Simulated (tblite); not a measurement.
# C8H10Si: the cost of one run

Computed with tblite 0.8.0 and PySCF 2.14.0, with density-fitted response routines of our own, on a single molecule, in the gas phase or a continuum. Atoms count from 0, in the outputs and in this text.

## 1. The starting structure

19 atoms, charge 0, multiplicity 1; geometry from: force field or distance geometry start.

Bonds of the start (Å): C0–C1 1.21, C1–Si2 1.79, Si2–C3 1.81, C3–C4 1.32, Si2–C5 1.91, C5–C6 1.47, C6–C7 1.29, C7–C8 1.46, C8–Si2 1.87, C0–H9 1.07, C3–H10 1.10, C4–H11 1.10, C4–H12 1.09, C5–H13 1.11, C5–H14 1.10, C6–H15 1.12, C7–H16 1.14, C8–H17 1.11, C8–H18 1.12.

## 2. Geometry optimisation with GFN2-xTB

The job: settings as JSON, then the geometry in Å.

```
{"job": {"kind": "relax", "xc": "GFN2-xTB", "basis": "xTB"}, "charge": 0, "multiplicity": 1}
C      1.536800     2.945500     0.537600
C      1.016400     1.868700     0.390100
Si     0.256500     0.264000     0.190500
C      1.422800    -1.122300     0.119400
C      2.449900    -1.167800    -0.709500
C     -0.933100     0.217700    -1.299300
C     -1.982900    -0.631200    -0.716000
C     -2.065900    -0.714000     0.565300
C     -1.131300     0.020300     1.420600
H      1.994500     3.909300     0.667400
H      1.263200    -1.959400     0.813700
H      3.085200    -2.062300    -0.656800
H      2.655300    -0.364600    -1.419700
H     -0.449900    -0.301000    -2.152900
H     -1.220400     1.262000    -1.486500
H     -2.683300    -1.184900    -1.388700
H     -2.863400    -1.356600     1.056500
H     -1.561100     0.979600     1.768900
H     -0.799200    -0.593700     2.292000
```

On the command line:

```
$ OMP_NUM_THREADS=1 python probes_run.py task.json out
```

The driver reads the jobs from task.json and runs them one after another.

**Question.** How long does this first job take on 1 thread of AMD EPYC 7R43, shared host, and how much memory does it need?

About 2.1 s, with a peak of 0.18 GiB.
